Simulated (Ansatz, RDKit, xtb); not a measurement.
# C2H11ClSi3: which of the isomers drawn lies lowest?, part 2 of 2

Which of a sample of isomers of C2H11ClSi3 is the most stable in the gas at 298.15 K, and what are its properties? The sample is small against all isomers, and the most stable one of this formula need not be in it.

xtb, Ansatz and PySCF; isolated molecules. Earlier steps stand in the parts before.

## 6. The relaxed candidates

```csv
label,spin,r2SCAN-D4/def2-SVP (kcal/mol),"B3LYP-D3(BJ)/def2-SVP, relaxed (kcal/mol)",time
c348a,singlet,0.0,0.0,21 s
c541b,singlet,1.1,0.6,52 s
c734a,singlet,8.9,8.1,36 s
c395c,singlet,10.7,9.3,48 s
c919a,singlet,10.5,10.0,56 s
c561b,singlet,16.0,14.4,49 s
```

c348a: Bond lengths: C1–Si4 1.893 Å, C2–Si4 1.893 Å, Si4–Si5 2.352 Å, Cl3–Si6 2.106 Å, Si4–Si6 2.345 Å, C1–H7 1.102 Å, C1–H8 1.102 Å, C1–H9 1.101 Å, C2–H10 1.102 Å, C2–H11 1.102 Å, C2–H12 1.101 Å, Si5–H13 1.496 Å, Si5–H14 1.495 Å, Si5–H15 1.495 Å, Si6–H16 1.491 Å, Si6–H17 1.491 Å. Some angles: C1–Si4–C2 110.6°, C1–Si4–Si5 111.0°, C1–Si4–Si6 106.9°, C2–Si4–Si5 111.0°, C2–Si4–Si6 106.9°, Si5–Si4–Si6 110.2°, Cl3–Si6–Si4 104.9°, Si4–C1–H7 110.9°, Si4–C1–H8 109.6°, Si4–C1–H9 111.4°.

c541b: Bond lengths: C1–Si4 1.892 Å, Cl3–Si5 2.112 Å, Si4–Si5 2.349 Å, C2–Si6 1.889 Å, Si5–Si6 2.348 Å, C1–H7 1.102 Å, C1–H8 1.101 Å, C1–H9 1.102 Å, Si4–H10 1.495 Å, Si4–H11 1.493 Å, Si5–H12 1.494 Å, Si6–H13 1.497 Å, Si6–H14 1.494 Å, C2–H15 1.102 Å, C2–H16 1.101 Å, C2–H17 1.101 Å. Some angles: C1–Si4–Si5 110.2°, Cl3–Si5–Si4 107.5°, Cl3–Si5–Si6 105.4°, Si4–Si5–Si6 111.3°, C2–Si6–Si5 107.2°, C1–Si4–H10 110.2°, C1–Si4–H11 111.0°, Si5–Si4–H10 107.1°, Si5–Si4–H11 110.1°, Si4–C1–H7 110.8°.

c734a: Bond lengths: C1–C2 1.533 Å, C2–Si4 1.892 Å, Cl3–Si4 2.113 Å, Si4–Si5 2.348 Å, Si4–Si6 2.350 Å, C1–H7 1.102 Å, C1–H8 1.102 Å, C1–H9 1.101 Å, C2–H10 1.105 Å, C2–H11 1.104 Å, Si5–H12 1.495 Å, Si5–H13 1.491 Å, Si5–H14 1.493 Å, Si6–H15 1.492 Å, Si6–H16 1.492 Å, Si6–H17 1.495 Å. Some angles: C1–C2–Si4 114.3°, C2–Si4–Cl3 107.8°, C2–Si4–Si5 111.9°, C2–Si4–Si6 112.2°, Cl3–Si4–Si5 106.4°, Cl3–Si4–Si6 105.8°, Si5–Si4–Si6 112.3°, C1–C2–H10 111.0°, C1–C2–H11 110.6°, Si4–C2–H10 106.9°.

c395c: Bond lengths: C1–C2 1.543 Å, C2–Si4 1.908 Å, Si4–Si5 2.356 Å, C2–Si6 1.876 Å, Cl3–Si6 2.094 Å, C1–H7 1.101 Å, C1–H8 1.103 Å, C1–H9 1.102 Å, C2–H10 1.109 Å, Si4–H11 1.495 Å, Si4–H12 1.496 Å, Si5–H13 1.491 Å, Si5–H14 1.495 Å, Si5–H15 1.490 Å, Si6–H16 1.487 Å, Si6–H17 1.489 Å. Some angles: C1–C2–Si4 112.0°, C1–C2–Si6 112.1°, Si4–C2–Si6 113.5°, C2–Si4–Si5 114.0°, C2–Si6–Cl3 108.6°, C1–C2–H10 109.6°, Si4–C2–H10 104.6°, Si6–C2–H10 104.3°, C2–C1–H7 111.1°, C2–C1–H8 111.7°.

## 7. Vibrations and thermal terms

The lowest few in one piece go on as finalists (c561b drops out). In this search the thermal terms come from GFN2-xTB at its own nearest minimum. The first, c348a:

The input, start.xyz:

```xyz
17
c348a
C     -1.654023    -1.205431     1.657020
C      0.824978    -0.415187    -0.053436
Cl    -1.409246    -3.165621    -1.748005
Si    -1.045816    -0.217829     0.160555
Si    -1.637582     2.050188     0.349909
Si    -2.053353    -1.160848    -1.735084
H     -1.137169    -0.885708     2.576178
H     -1.452495    -2.277199     1.499278
H     -2.737319    -1.078918     1.809094
H      1.361541    -0.089802     0.852347
H      1.065955    -1.474223    -0.239253
H      1.196807     0.175621    -0.905111
H     -1.010869     2.662198     1.562094
H     -1.180624     2.815856    -0.849707
H     -3.120284     2.200970     0.464003
H     -1.625430    -0.539789    -3.021700
H     -3.544054    -1.165051    -1.689849
```

Command:

```bash
$ xtb start.xyz --gfn 2 --ohess tight
```

What it wrote (excerpt; [...] marks lines left out):

```text
* xtb version 6.7.1
[...]
          :  # basis functions                  59          :
[...]
          :  # electrons                        38          :
[...]
          :  Hamiltonian                  GFN2-xTB          :
[...]
          :  net charge                          0          :
          :  unpaired electrons                  0          :
[...]
   *** convergence criteria satisfied after 16 iterations ***
[...]
   *** GEOMETRY OPTIMIZATION CONVERGED AFTER 14 ITERATIONS ***
[...]
   *** convergence criteria satisfied after 3 iterations ***
[...]
         ::                     SUMMARY                     ::
         :::::::::::::::::::::::::::::::::::::::::::::::::::::
         :: total energy             -19.641715153486 Eh    ::
         :: gradient norm              0.000093815883 Eh/a0 ::
         :: HOMO-LUMO gap              3.889431562144 eV    ::
         ::.................................................::
         :: SCC energy               -19.830293263660 Eh    ::
         :: -> isotropic ES            0.037265509070 Eh    ::
         :: -> anisotropic ES          0.001467858840 Eh    ::
         :: -> anisotropic XC          0.009539737706 Eh    ::
         :: -> dispersion             -0.013928709388 Eh    ::
         :: repulsion energy           0.188578110174 Eh    ::
         :: add. restraining           0.000000000000 Eh    ::
         :: total charge              -0.000000000000 e     ::
         :::::::::::::::::::::::::::::::::::::::::::::::::::::
[...]
        19        2.0000           -0.3583554              -9.7513 (HOMO)
        20                         -0.2154215              -5.8619 (LUMO)
[...]
molecular dipole:
                 x           y           z       tot (Debye)
 q only:       -0.108       1.008       0.316
   full:        0.041       0.517       0.304       1.527
molecular quadrupole (traceless):
[...]
          | TOTAL ENERGY              -19.641715153597 Eh   |
          | TOTAL ENTHALPY            -19.512365622129 Eh   |
          | TOTAL FREE ENERGY         -19.566503783755 Eh   |
          | GRADIENT NORM               0.000093439725 Eh/α |
[...]
```

Wall time 0.44 s (4 threads of Arm Neoverse V1, shared host).

## 8. Thermal terms of the finalists

As xtb prints them, at 298.15 K, with its own treatment of low modes:

```
label                        SMILES     spin  lowest mode (cm⁻¹)  zero-point (kcal/mol)  G − E (kcal/mol)
c348a      C[Si](C)([SiH3])[SiH2]Cl  singlet                   7                   72.4              47.2
c541b       C[SiH2][SiH](Cl)[SiH2]C  singlet                  14                   72.6              47.9
c734a      CC[Si]([SiH3])([SiH3])Cl  singlet                  34                   71.9              47.2
c395c  C[C@H]([SiH2][SiH3])[SiH2]Cl  singlet                  34                   70.8              47.5
c919a    CC([SiH3])([SiH3])[SiH2]Cl  singlet                  51                   69.3              46.4
```

## 9. Energies at the top level

Single points at CCSD(T)/def2-SVP + MP2/def2-TZVPP - MP2/def2-SVP on the refined geometries decide the order.

c348a, CCSD(T)/def2-SVP:

The input, input.yaml:

```yaml
crystal:
  periodic: [false, false, false]
  atoms:
    - {symbol: C, position_ang: [-1.654023, -1.205431, 1.657020]}
    - {symbol: C, position_ang: [0.824978, -0.415187, -0.053436]}
    - {symbol: Cl, position_ang: [-1.409246, -3.165621, -1.748005]}
    - {symbol: Si, position_ang: [-1.045816, -0.217829, 0.160555]}
    - {symbol: Si, position_ang: [-1.637582, 2.050188, 0.349909]}
    - {symbol: Si, position_ang: [-2.053353, -1.160848, -1.735084]}
    - {symbol: H, position_ang: [-1.137169, -0.885708, 2.576178]}
    - {symbol: H, position_ang: [-1.452495, -2.277199, 1.499278]}
    - {symbol: H, position_ang: [-2.737319, -1.078918, 1.809094]}
    - {symbol: H, position_ang: [1.361541, -0.089802, 0.852347]}
    - {symbol: H, position_ang: [1.065955, -1.474223, -0.239253]}
    - {symbol: H, position_ang: [1.196807, 0.175621, -0.905111]}
    - {symbol: H, position_ang: [-1.010869, 2.662198, 1.562094]}
    - {symbol: H, position_ang: [-1.180624, 2.815856, -0.849707]}
    - {symbol: H, position_ang: [-3.120284, 2.200970, 0.464003]}
    - {symbol: H, position_ang: [-1.625430, -0.539789, -3.021700]}
    - {symbol: H, position_ang: [-3.544054, -1.165051, -1.689849]}
basis:
  gaussian:
    orbitals: def2-SVP
correlation:
  method: ccsd_t
  frozen_orbitals: {Si: 5, C: 1, H: 0, Cl: 5}
```

Command:

```bash
$ ansatz run input.yaml --threads 4 --pin off --max-ram 7830MiB --events-out events.jsonl --progress --plain --runs-dir runs
```

What it wrote (excerpt; [...] marks lines left out):

```text
Warning: RAYON_NUM_THREADS=4 ignored (pool sized by the plan → 4); use --threads N
Functional definition: HF
  name "HF"
[...]
1528 factors; integrals over basis functions are off by at most 1.2e-3 eV
[...]
mean field -38314.40464944 eV, -1408.0284004308 hartree, gradient 1.1e-6 eV, S^2 0.000000; 0 other end points of the search recorded, 0 dependent functions left out
22 core orbitals not correlated: weight in the atoms' cores, before any rotation towards them, 1.000 or more for the frozen orbitals, at most 0.000 for the correlated occupied ones
reference -38314.40464944 eV, -1408.0284004308 hartree; 19, 19 occupied and 114, 114 virtual orbitals, 1528 factors
second order -19.70189026 eV of doubles, -0.00000000 eV of singles
cycle   1  -21.58081727 eV  change    -1.9e0 eV  update   1.1e-1
[...]
cycle   8  -22.32298971 eV  change   -1.1e-5 eV  update   3.2e-5
perturbative correction -0.62820442 eV, -0.0230860866 hartree
Total energy: -38337.35584357 eV, -1408.8718412582 hartree
```

Wall time 29 s (4 threads of Arm Neoverse V1, shared host); peak memory 1.2 GiB.

## 10. c348a at MP2/def2-TZVPP

input.yaml, as its differences from that of step 9:

```diff
@@ -21,6 +21,3 @@
 basis:
-  gaussian:
-    orbitals: def2-SVP
-correlation:
-  method: ccsd_t
-  frozen_orbitals: {Si: 5, C: 1, H: 0, Cl: 5}
+  gaussian: {orbitals: def2-TZVPP}
+correlation: {method: mp2, frozen_orbitals: {Si: 5, C: 1, H: 0, Cl: 5}}
```

Command:

```bash
$ ansatz run input.yaml --threads 4 --pin off --max-ram 7830MiB --events-out events.jsonl --progress --plain --runs-dir runs
```

What it wrote:

```text
Warning: RAYON_NUM_THREADS=4 ignored (pool sized by the plan → 4); use --threads N
Functional definition: HF
  name "HF"
  exchange = exact_x
  correlation = 0
2177 factors; integrals over basis functions are off by at most 1.2e-3 eV
mean field evaluation 1: about -38324.7513 eV, gradient 3.6e1 eV
mean field evaluation 2: about -38325.0893 eV, gradient 3.6e1 eV
mean field evaluation 4: about -38329.3858 eV, gradient 4.0e0 eV
mean field evaluation 8: about -38329.4685 eV, gradient 1.6e-1 eV
mean field -38329.46864823 eV, -1408.5819921753 hartree, gradient 4.8e-6 eV, S^2 0.000000; 0 other end points of the search recorded, 0 dependent functions left out
22 core orbitals not correlated: weight in the atoms' cores, before any rotation towards them, 1.000 or more for the frozen orbitals, at most 0.000 for the correlated occupied ones
reference -38329.46864823 eV, -1408.5819921753 hartree; 19, 19 occupied and 343, 343 virtual orbitals, 2177 factors
second order -25.11407494 eV of doubles, -0.00000000 eV of singles
Total energy: -38354.58272317 eV, -1409.5049174066 hartree
```

Run time: 13 s. Hardware: 4 threads of Arm Neoverse V1, shared host; peak memory 1.5 GiB.

## 11. c541b at CCSD(T)/def2-SVP

The input, input.yaml:

```yaml
basis:
  gaussian:
    orbitals: def2-SVP
crystal:
  periodic: [false, false, false]
  atoms:
    - {symbol: C, position_ang: [-1.908041, 1.874263, 2.009714]}
    - {symbol: C, position_ang: [1.830383, 1.160906, -1.388284]}
    - {symbol: Cl, position_ang: [-1.113741, -1.227155, -2.154997]}
    - {symbol: Si, position_ang: [-2.171514, 1.236938, 0.247505]}
    - {symbol: Si, position_ang: [-0.807475, -0.633432, -0.151555]}
    - {symbol: Si, position_ang: [1.468653, -0.074148, -0.006105]}
    - {symbol: H, position_ang: [-0.851078, 2.135836, 2.177031]}
    - {symbol: H, position_ang: [-2.192002, 1.110055, 2.750421]}
    - {symbol: H, position_ang: [-2.516668, 2.773414, 2.195951]}
    - {symbol: H, position_ang: [-1.781648, 2.284496, -0.745103]}
    - {symbol: H, position_ang: [-3.604569, 0.886634, 0.014953]}
    - {symbol: H, position_ang: [-1.188026, -1.781228, 0.725097]}
    - {symbol: H, position_ang: [1.740923, 0.527419, 1.337376]}
    - {symbol: H, position_ang: [2.311175, -1.299254, -0.147842]}
    - {symbol: H, position_ang: [1.257454, 2.089771, -1.238964]}
    - {symbol: H, position_ang: [2.900599, 1.416032, -1.433397]}
    - {symbol: H, position_ang: [1.529836, 0.728821, -2.355471]}
total_charge: 0
correlation:
  method: ccsd_t
  frozen_orbitals: {Si: 5, C: 1, H: 0, Cl: 5}
```

Command:

```bash
$ ansatz run input.yaml --threads 4 --pin off --max-ram 7830MiB --events-out events.jsonl --progress --plain --runs-dir runs
```

What it wrote (excerpt; [...] marks lines left out):

```text
Warning: RAYON_NUM_THREADS=4 ignored (pool sized by the plan → 4); use --threads N
Functional definition: HF
  name "HF"
[...]
1524 factors; integrals over basis functions are off by at most 1.2e-3 eV
[...]
mean field -38314.40269738 eV, -1408.0283286938 hartree, gradient 8.8e-7 eV, S^2 0.000000; 0 other end points of the search recorded, 0 dependent functions left out
22 core orbitals not correlated: weight in the atoms' cores, before any rotation towards them, 1.000 or more for the frozen orbitals, at most 0.000 for the correlated occupied ones
reference -38314.40269738 eV, -1408.0283286938 hartree; 19, 19 occupied and 114, 114 virtual orbitals, 1524 factors
second order -19.63843917 eV of doubles, -0.00000000 eV of singles
cycle   1  -21.53804695 eV  change    -1.9e0 eV  update   1.0e-1
[...]
cycle   8  -22.27656275 eV  change   -1.1e-5 eV  update   2.8e-5
perturbative correction -0.61967677 eV, -0.0227727013 hartree
Total energy: -38337.29893690 eV, -1408.8697499767 hartree
```

Wall time 29 s (4 threads of Arm Neoverse V1, shared host); peak memory 1.2 GiB.

## 12. The ranking

Energies in kcal/mol from c348a; G adds the thermal terms to the CCSD(T)/def2-SVP + MP2/def2-TZVPP - MP2/def2-SVP energy. The columns left of the relaxed level are at the tight-binding geometries.

```
label                        SMILES     spin  GFN2-xTB  HF/STO-3G  r2SCAN-D4/def2-SVP  B3LYP-D3(BJ)/def2-SVP  HF/def2-SVP  MP2/def2-SVP  CCSD(T)/def2-SVP + MP2/def2-TZVPP - MP2/def2-SVP     G  share at equilibrium     T1
c348a      C[Si](C)([SiH3])[SiH2]Cl  singlet       0.0        0.0                 0.0                    0.0          0.0           0.0                                               0.0   0.0                90.8 %  0.010
c541b       C[SiH2][SiH](Cl)[SiH2]C  singlet      -1.3       -0.6                 1.1                    0.6          0.0           1.5                                               0.7   1.4                 9.2 %  0.010
c919a    CC([SiH3])([SiH3])[SiH2]Cl  singlet     -13.7       24.1                10.5                   10.0          8.6           4.7                                               7.7   6.9               < 0.1 %  0.010
c734a      CC[Si]([SiH3])([SiH3])Cl  singlet      -3.7        9.0                 8.9                    8.1          8.3           8.4                                               9.7   9.7               < 0.1 %  0.011
c395c  C[C@H]([SiH2][SiH3])[SiH2]Cl  singlet      -9.3       17.2                10.7                    9.3          8.7           7.3                                              10.0  10.2               < 0.1 %  0.010
```

Lowest found: c348a, `C[Si](C)([SiH3])[SiH2]Cl`, a singlet. Bond lengths: C1–Si4 1.893 Å, C2–Si4 1.893 Å, Si4–Si5 2.352 Å, Cl3–Si6 2.106 Å, Si4–Si6 2.345 Å, C1–H7 1.102 Å, C1–H8 1.102 Å, C1–H9 1.101 Å, C2–H10 1.102 Å, C2–H11 1.102 Å, C2–H12 1.101 Å, Si5–H13 1.496 Å, Si5–H14 1.495 Å, Si5–H15 1.495 Å, Si6–H16 1.491 Å, Si6–H17 1.491 Å. Some angles: C1–Si4–C2 110.6°, C1–Si4–Si5 111.0°, C1–Si4–Si6 106.9°, C2–Si4–Si5 111.0°, C2–Si4–Si6 106.9°, Si5–Si4–Si6 110.2°, Cl3–Si6–Si4 104.9°, Si4–C1–H7 110.9°, Si4–C1–H8 109.6°, Si4–C1–H9 111.4°.

```xyz
17

C    -1.6540   -1.2054    1.6570
C     0.8250   -0.4152   -0.0534
Cl   -1.4092   -3.1656   -1.7480
Si   -1.0458   -0.2178    0.1606
Si   -1.6376    2.0502    0.3499
Si   -2.0534   -1.1608   -1.7351
H    -1.1372   -0.8857    2.5762
H    -1.4525   -2.2772    1.4993
H    -2.7373   -1.0789    1.8091
H     1.3615   -0.0898    0.8523
H     1.0660   -1.4742   -0.2393
H     1.1968    0.1756   -0.9051
H    -1.0109    2.6622    1.5621
H    -1.1806    2.8159   -0.8497
H    -3.1203    2.2010    0.4640
H    -1.6254   -0.5398   -3.0217
H    -3.5441   -1.1651   -1.6898
```

## 13. Summary of results

What follows sums up all 2 parts.

| quantity | value |
| --- | --- |
| lowest structure found | C[Si](C)([SiH3])[SiH2]Cl, singlet |
| next finalist | C[SiH2][SiH](Cl)[SiH2]C, singlet, 1.4 kcal/mol higher in G |
| share at equilibrium, among the finalists | 90.8 % |
| funnel | 35 starts, 35 minima at GFN2-xTB, 14 screening runs, 6 relaxed, 5 ranked |
| CPU time of all runs | 34 min |

In words: The lowest structure found is `C[Si](C)([SiH3])[SiH2]Cl`. Its margin of 1.4 kcal/mol is inside the likely error of CCSD(T)/def2-SVP + MP2/def2-TZVPP - MP2/def2-SVP with harmonic terms (about 1.5 kcal/mol), so the order of the first two is not settled. r2SCAN-D4/def2-SVP, B3LYP-D3(BJ)/def2-SVP, HF/def2-SVP and MP2/def2-SVP already put its bonding pattern lowest among the structures in one piece; GFN2-xTB favours the singlet CC([SiH3])([SiH3])[SiH2]Cl (c919b, not a finalist); HF/STO-3G favours the singlet C[SiH2][SiH](Cl)[SiH2]C. The largest share of the time went into the relaxations (48 %). 5 minima inside the window were never screened. Lowest found is not proven lowest: the search is finite, and each finalist counts with one conformer. Only 11 drawn patterns were tried, so whole families of isomers are missing, and the result ranks this sample alone. The lowest isomer need not be the one that is made and kept in a bottle, which depends on barriers.
